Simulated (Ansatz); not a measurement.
Geometry optimisation, DFT PBE, scalar-relativistic, plane waves, PAW in Ansatz.

Input:

```yaml
crystal:
  lattice:
    - [0.0, 5.43, 5.43]
    - [5.43, 0.0, 5.43]
    - [5.43, 5.43, 0.0]
  atoms:
    - { symbol: Si, position: [0.0, 0.0, 0.0] }
    - { symbol: Si, position: [0.125, 0.125, 0.125] }
    - { symbol: Si, position: [0.0, 0.0, 0.5] }
    - { symbol: Si, position: [0.125, 0.125, 0.625] }
    - { symbol: Si, position: [0.0, 0.5, 0.0] }
    - { symbol: Si, position: [0.125, 0.625, 0.125] }
    - { symbol: Si, position: [0.0, 0.5, 0.5] }
    - { symbol: Si, position: [0.125, 0.625, 0.625] }
    - { symbol: Si, position: [0.5, 0.0, 0.0] }
    - { symbol: Si, position: [0.625, 0.125, 0.125] }
    - { symbol: Si, position: [0.5, 0.0, 0.5] }
    - { symbol: Si, position: [0.625, 0.125, 0.625] }
    - { symbol: Si, position: [0.5, 0.5, 0.0] }
    - { symbol: Si, position: [0.625, 0.625, 0.125] }
    - { symbol: Si, position: [0.5, 0.5, 0.5] }
    - { symbol: Si, position: [0.625, 0.625, 0.625] }
    - { symbol: Si, position: [0.38536238, 0.86551847, 0.36903476] }
basis:
  ecutwfc: 420.0
kpoints:
  mp_grid: { grid: [2, 2, 2] }
hamiltonian:
  xc: pbe
  pseudopotentials: { kind: paw, azcp: { folder: soft_1 } }
scf:
  occupations: { method: gaussian, width: 0.02 }
  lower_state_search: "off"
relax:
  f_tol: 0.03
  max_steps: 60
  adjacent_minimum: "off"
output:
  write_density: true
  write_potential: true
  elf: true
  volumetric_format: npy
```

Launched with:

```bash
$ ansatz run input.yaml --threads 1 --pin off --max-ram 3072MiB --backend cpu --events-out ev --progress --plain --runs-dir out
```

Task: Where does it end, and by what steps?

Result: The forces met the threshold. The force dipped under the threshold on the way, but the program's further checks kept it going. Limits of this set-up: a small cell, in which the defect meets its images. After 3 steps the energy has fallen by 0.157 eV; Si17 moved furthest, 0.08 Å.

```json
{"step": "0", "energy less start (eV)": "0.0000", "largest force component (eV/Å)": "0.805", "accepted": "yes"}
{"step": "1", "energy less start (eV)": "-0.1351", "largest force component (eV/Å)": "0.360", "accepted": "yes"}
{"step": "2", "energy less start (eV)": "-0.1567", "largest force component (eV/Å)": "0.025", "accepted": "yes"}
{"step": "3", "energy less start (eV)": "-0.1567", "largest force component (eV/Å)": "0.025", "accepted": "yes"}
```

```xyz
17
Lattice="0.0000 5.4300 5.4300 5.4300 0.0000 5.4300 5.4300 5.4300 0.0000" Properties=species:S:1:pos:R:3
Si -0.007 0.004 -0.003
Si 1.353 1.325 1.360
Si 2.730 2.696 -0.020
Si 4.102 4.074 1.358
Si 2.717 0.006 2.719
Si 4.072 1.358 4.072
Si 5.423 2.713 2.718
Si 6.782 4.076 4.038
Si -0.029 2.691 2.741
Si 1.353 4.071 4.106
Si 2.732 5.454 2.737
Si 4.062 6.790 4.075
Si 2.718 2.711 5.424
Si 4.035 4.073 6.787
Si 5.401 5.457 5.405
Si 6.783 6.823 6.785
Si 6.777 4.075 6.790
```

Whether the end is a true minimum wasn't checked by a vibrational analysis.

Time of the run: 25 s on 1 thread of Arm Neoverse V1, on a shared host, peak memory 0.5 GiB.
